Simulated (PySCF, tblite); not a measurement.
**C4H15BSSi2: geometry, infrared bands and NMR shifts**

What infrared bands and NMR shifts should C4H15BSSi2 (`CB(C)C[Si@H](S)C[SiH3]`) show?

The runs use tblite 0.8.0 and PySCF 2.14.0, with density-fitted response routines of our own; the level of theory stands in each step. All values are computed, except where a source is named. Atoms are numbered from 0 throughout.

### 1 Starting geometry

23 atoms, charge 0, multiplicity 1; geometry from: force field or distance geometry start.

Bonds of the start (Å): C0–B1 1.60, B1–C2 1.58, B1–C3 1.60, C3–Si4 1.83, Si4–S5 2.14, Si4–C6 1.88, C6–Si7 1.88, C0–H8 1.10, C0–H9 1.13, C0–H10 1.10, C2–H11 1.09, C2–H12 1.13, C2–H13 1.10, C3–H14 1.11, C3–H15 1.12, Si4–H16 1.48, S5–H17 1.41, C6–H18 1.09, C6–H19 1.11, Si7–H20 1.47, Si7–H21 1.47, Si7–H22 1.46.

### 2 Relaxing the molecule with GFN2-xTB

What the job is given:

```
{"job": {"kind": "relax", "xc": "GFN2-xTB", "basis": "xTB"}, "charge": 0, "multiplicity": 1}
C     -2.763800    -1.346300    -0.104400
B     -1.761700    -0.106200    -0.224400
C     -2.474100     1.307700    -0.183900
C     -0.404900    -0.347500     0.587600
Si     0.984200     0.741100     0.089900
S      0.367700     2.556600    -0.858200
C      2.277400    -0.150100    -0.948000
Si     3.286500    -1.174800     0.267300
H     -3.687300    -1.182800    -0.682400
H     -3.057900    -1.379200     0.984100
H     -2.281400    -2.307300    -0.318300
H     -2.121200     1.988400    -0.961900
H     -3.592300     1.188700    -0.319200
H     -2.354600     1.689700     0.842100
H     -0.668900    -0.218900     1.662600
H     -0.099100    -1.404600     0.374100
H      1.693000     1.136000     1.329800
H      1.153900     3.589400    -0.298600
H      1.805500    -0.792400    -1.696200
H      2.999400     0.585000    -1.372000
H      4.311000    -0.360200     0.943700
H      2.387300    -1.720100     1.288400
H      3.996600    -2.265100    -0.391900
```

Launch:

```sh
$ OMP_NUM_THREADS=1 python probes_run.py task.json out
```

This one command runs all jobs of the session in turn.

**Question.** This job is followed by: GFN2-xTB harmonic vibrations, gas phase; GIAO PBE0/pcSseg-1 NMR shielding, non-relativistic, gas phase. What will the session give for the following? strongest single infrared mode (GFN2-xTB); zero-point energy (GFN2-xTB); 13C shifts against TMS (PBE0/pcSseg-1, means over atoms taken as alike); 1H shifts against TMS (PBE0/pcSseg-1, means over atoms taken as alike); 11B shifts against BF3·OEt2 (PBE0/pcSseg-1); 29Si shifts against TMS (PBE0/pcSseg-1); 33S shifts against CS2 (PBE0/pcSseg-1).

As calculated:

| quantity | value |
| --- | --- |
| strongest single infrared mode (GFN2-xTB) | 799 cm⁻¹, 445 km/mol |
| zero-point energy (GFN2-xTB) | 108.1 kcal/mol |
| 13C shifts against TMS (PBE0/pcSseg-1, means over atoms taken as alike) | 22.8, 16.9, 0.2 ppm |
| 1H shifts against TMS (PBE0/pcSseg-1, means over atoms taken as alike) | 5.46, 4.03, 1.46, 1.43, 0.95, 0.10, 0.07, -0.08 ppm |
| 11B shifts against BF3·OEt2 (PBE0/pcSseg-1) | 86.5 ppm |
| 29Si shifts against TMS (PBE0/pcSseg-1) | -4.5, -77.7 ppm |
| 33S shifts against CS2 (PBE0/pcSseg-1) | -204 ppm |

What this shows: The optimisation took 262 steps and gained 1.155 eV; among the close pairs (by a distance rule), S5–H17 changed most, from 1.413 to 1.324 Å. All 63 modes are real, so the xTB geometry is a minimum. The strongest single mode, at 799 cm⁻¹, is carried by H20, H21, Si7, H22. Unscaled tight-binding wavenumbers are off by several per cent, some by more. Its intensities can rank the bands wrongly. At PBE0/pcSseg-1: Shielding is most anisotropic at S5 (span 226 ppm, paramagnetic term -352 ppm).
